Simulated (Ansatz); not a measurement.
**CH5BSTe: basis-set convergence**

The task here is to estimate one member of a computed series from the others.

Method: one geometry, several basis sets; program: Ansatz 0.2.0, Gaussian basis.

The runs, in order: PBE0-D4/def2-SVP; ωB97M-V/def2-SVP; PBE0-D4/def2-QZVPP; ωB97M-V/def2-QZVPP; the functionals' def2-TZVPP values are taken from earlier runs.

### The geometry

All runs share one geometry, relaxed beforehand with PBE0-D4 in a triple-zeta def2 set. Te takes the def2 core potential; no spin-orbit term is included.

SMILES `CSB[TeH]`, 9 atoms, charge 0, spin multiplicity 1.

Atoms are counted from 1 here; the program's logs count them from 0.

Bond lengths: C1–S2 1.812 Å, C1–H5 1.088 Å, C1–H6 1.088 Å, C1–H7 1.090 Å, S2–B3 1.763 Å, B3–Te4 2.131 Å, B3–H8 1.193 Å, Te4–H9 1.659 Å. Angles: S2–C1–H5 110.4°, S2–C1–H6 110.4°, S2–C1–H7 107.2°, H5–C1–H6 110.2°, H5–C1–H7 109.3°, H6–C1–H7 109.3°, C1–S2–B3 103.7°, S2–B3–Te4 122.2°, S2–B3–H8 121.7°, Te4–B3–H8 116.1°, B3–Te4–H9 95.4°.

Set-up of the first run:

File in.yaml:

```yaml
crystal:
  periodic: [false, false, false]
  atoms:
    - {symbol: C, position_ang: [-0.237811, 0.666108, -1.563159]}
    - {symbol: S, position_ang: [0.352632, 0.800513, 0.145073]}
    - {symbol: B, position_ang: [-0.009227, -0.780670, 0.836100]}
    - {symbol: Te, position_ang: [0.451008, -1.268599, 2.858919]}
    - {symbol: H, position_ang: [0.297014, -0.122606, -2.089023]}
    - {symbol: H, position_ang: [-1.308322, 0.470266, -1.580717]}
    - {symbol: H, position_ang: [-0.038620, 1.621416, -2.048287]}
    - {symbol: H, position_ang: [-0.528793, -1.640767, 0.193826]}
    - {symbol: H, position_ang: [1.110620, 0.208136, 3.230166]}
basis:
  gaussian: {orbitals: def2-SVP}
hamiltonian: {xc: pbe0, dispersion: d4}
output: {orbitals: {seedname: orbitals}}
```

Steps of the session up to this table: PBE0-D4 in def2-SVP; ωB97M-V in def2-SVP; PBE0-D4 in def2-QZVPP; ωB97M-V in def2-QZVPP.

One of the session's tables, all rows but one given; the rest of the session is left out.

It belongs to the step «Density functionals: the series». 

```
functional       basis  HOMO (eV)
   PBE0-D4    def2-SVP      -6.39
   PBE0-D4  def2-TZVPP      -6.46
   PBE0-D4  def2-QZVPP          ?
   ωB97M-V    def2-SVP      -8.35
   ωB97M-V  def2-TZVPP      -8.46
   ωB97M-V  def2-QZVPP      -8.48
```

**Question.** Estimate the row for PBE0-D4, def2-QZVPP.

As computed: HOMO (eV): -6.48. In the column «HOMO (eV)» it lies between ωB97M-V, def2-SVP (-8.35) and PBE0-D4, def2-TZVPP (-6.46).
